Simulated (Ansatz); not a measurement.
# BaTiO3: properties at the relaxed cell

The task here is to estimate one member of a computed series from the others.

The COD entry's cell or inner coordinates are ideal or old and differ from later refinements, so a difference from it is no clean test against experiment.

Computed with Ansatz 0.2.0 (DFT r2SCAN, scalar-relativistic, plane waves, PAW, unless a step's input says otherwise).

1 further run of the same task is left out (set aside as unsound or not needed). Runs told in other sessions of the task aren't counted.

### The starting structure

The structure is tetragonal, space group P4mm (No. 99). The conventional cell has a = 3.972 Å, b = 3.972 Å, c = 4.113 Å, α = 90.00°, β = 90.00°, γ = 90.00°. Ba (site symmetry 4mm) has 12 O at 2.79 to 2.92 Å in its first shell of neighbours. Around Ti (site symmetry 4mm) lie 5 O at 1.82 to 1.99 Å. O (site symmetry 4mm) is surrounded by 1 Ti at 1.82 Å. Around O (site symmetry 2mm) lie 2 Ti at 1.99 Å and 4 Ba at 2.79 to 2.92 Å.

Structure file:

```cif
data_structure
_symmetry_space_group_name_H-M 'P 1'
_symmetry_Int_Tables_number 1
_cell_length_a 3.9722
_cell_length_b 3.9722
_cell_length_c 4.1128
_cell_angle_alpha 90.000
_cell_angle_beta 90.000
_cell_angle_gamma 90.000
_cell_volume 64.89
loop_
_atom_site_label
_atom_site_type_symbol
_atom_site_fract_x
_atom_site_fract_y
_atom_site_fract_z
_atom_site_occupancy
Ba1 Ba 0.00000 0.00000 0.99559 1
Ti1 Ti 0.50000 0.50000 0.47749 1
O1 O 0.50000 0.50000 0.03460 1
O2 O 0.50000 0.00000 0.51766 1
O3 O 0.00000 0.50000 0.51766 1
```

This cell was relaxed beforehand with the same method: volume 12.98 Å³/atom, gap on the mesh 2.23 eV.

The first run:

The input, input.yaml:

```yaml
crystal:
  lattice:
    - [3.9321163334, 0.0, 0.0]
    - [0.0, 3.9321163334, 0.0]
    - [0.0, 0.0, 4.0712111819]
  atoms:
    - { symbol: Ba, position: [0.0, 0.0, -0.0044104983] }
    - { symbol: Ti, position: [0.5, 0.5, 0.4774906555] }
    - { symbol: O, position: [0.5, 0.5, 0.0346021837] }
    - { symbol: O, position: [0.5, 0.0, 0.5176588295] }
    - { symbol: O, position: [0.0, 0.5, 0.5176588295] }
basis:
  ecutwfc: 500
kpoints:
  mp_grid: { grid: [8, 8, 8] }
hamiltonian:
  xc: r2scan
scf:
  occupations: { method: gaussian, width: 0.02 }
output:
  forces: true
  stress: true
  eigenvalues: true
relax:
  adjacent_minimum: "off"
  f_tol: 0.01
  max_steps: 30
  cell: { stress_tol: 0.1, fix: [volume] }
```

The run is started by

```bash
> ansatz run input.yaml --threads 2 --pin off --max-ram 5120MiB --backend cpu --events-out ev --progress --plain --runs-dir out
```

Steps of the session up to this table: Point at V/V0 = 0.97; Point at V/V0 = 1.03; The cell scaled to 0.94 of its volume; Point at V/V0 = 1.06; The cell scaled to 0.91 of its volume; Volume × 1.10; Volume × 0.88.

One of the session's tables, all rows but one given; the rest of the session is left out.

It belongs to the step «Energy against volume». 

```
volume (Å³/atom)  energy above the lowest point (meV/atom)  pressure (GPa)  gap on the mesh (eV)
          11.421                                     101.0           25.25                  2.40
          11.811                                      50.9           16.27                  2.36
          12.200                                         ?               ?                     ?
          12.589                                       4.6            3.98                  2.26
          12.979                                       0.0            0.00                  2.23
          13.368                                       3.7           -2.89                  2.21
          13.758                                      13.3           -4.83                  2.20
          14.277                                      31.2           -6.01                  2.21
```

Estimate the missing values for volume (Å³/atom) = 12.200.

Worked estimate for «energy above the lowest point (meV/atom)». A straight line through the neighbours (11.811, 50.9) and (12.589, 4.6) gives 50.9 + (4.6 − 50.9) × (12.200 − 11.811) / (12.589 − 11.811) = 27.8; a parabola fitted to 4 rows on both sides gives 20.2.

The run gave: energy above the lowest point (meV/atom): 20.4; pressure (GPa): 9.24; gap on the mesh (eV): 2.30. In «energy above the lowest point (meV/atom)» the line misses by +7.4 and the parabola by -0.2.
